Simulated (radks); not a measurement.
# The series with 17 electrons, Cl to Cu¹²⁺

One table from this session's results is given with a row withheld; the runs are named, their logs left out.

Method: scalar-relativistic Kohn-Sham, PBE, spin-polarised, spherical densities, point nucleus; open shells are filled with parallel spins first. Code: radks (a radial shooting solver on a logarithmic mesh, Libxc functionals) version 1.

### The atom as given

| Property | Result |
| --- | --- |
| electrons | 17 |
| ions | Cl, Ar⁺, K²⁺, Ca³⁺, Sc⁴⁺, Ti⁵⁺, V⁶⁺, Cr⁷⁺, Mn⁸⁺, Fe⁹⁺, Co¹⁰⁺, Ni¹¹⁺, Cu¹²⁺ |
| configuration | [Ne] 3s2 3p5 |

The outer shells:

[Ne] 3s2 3p5
```
[Ne] core
3s [↑↓]
3p [↑↓][↑↓][↑ ]
```

The first run:

Input:

```text
Z 17
configuration [Ne] 3s2 3p5
relativity scalar-relativistic
functional pbe,pbe
spin polarised
nucleus point
c 137.035999084
```

Among the steps run: Cl; Ar⁺; K²⁺; Ca³⁺; Sc⁴⁺; Ti⁵⁺; V⁶⁺; Cr⁷⁺; Mn⁸⁺; Fe⁹⁺; Co¹⁰⁺; Ni¹¹⁺; Cu¹²⁺.

One of the session's tables, all rows but one given; the rest of the session is left out.

```
  ion  E (hartree)  ε(2p down) (eV)  ε(3s up) (eV)  ε(3s down) (eV)  ε(3p up) (eV)
   Cl   -461.44137          -191.49        -21.135          -20.166         -8.996
  Ar⁺   -528.64942          -243.65        -37.221          -36.088        -22.605
  K²⁺   -600.76592          -303.34        -56.923          -55.629        -39.778
 Ca³⁺   -677.78786          -370.31        -80.022          -78.572        -60.313
 Sc⁴⁺   -759.71834          -444.42        -106.42          -104.81        -84.107
 Ti⁵⁺   -846.56403          -525.62        -136.05          -134.29        -111.10
  V⁶⁺   -938.33400          -613.84        -168.88          -166.98        -141.27
 Cr⁷⁺  -1035.03911          -709.07        -204.90          -202.85        -174.57
 Mn⁸⁺  -1136.69171          -811.29        -244.09          -241.89        -211.00
 Fe⁹⁺  -1243.30540          -920.49        -286.45          -284.11        -250.55
Co¹⁰⁺  -1354.89490          -1036.7        -331.98          -329.49        -293.20
Ni¹¹⁺            ?                ?              ?                ?              ?
Cu¹²⁺  -1593.06539          -1290.0        -432.54          -429.76        -387.83
```

Q: Estimate the row for Ni¹¹⁺ from the others.

**Answer.** E (hartree): -1471.47598; ε(2p down) (eV): -1159.8; ε(3s up) (eV): -380.67; ε(3s down) (eV): -378.03; ε(3p up) (eV): -338.97. In the column «E (hartree)» it lies between Cu¹²⁺ (-1593.06539) and Co¹⁰⁺ (-1354.89490).

The configuration is held, so it need not be the ground state of every ion.
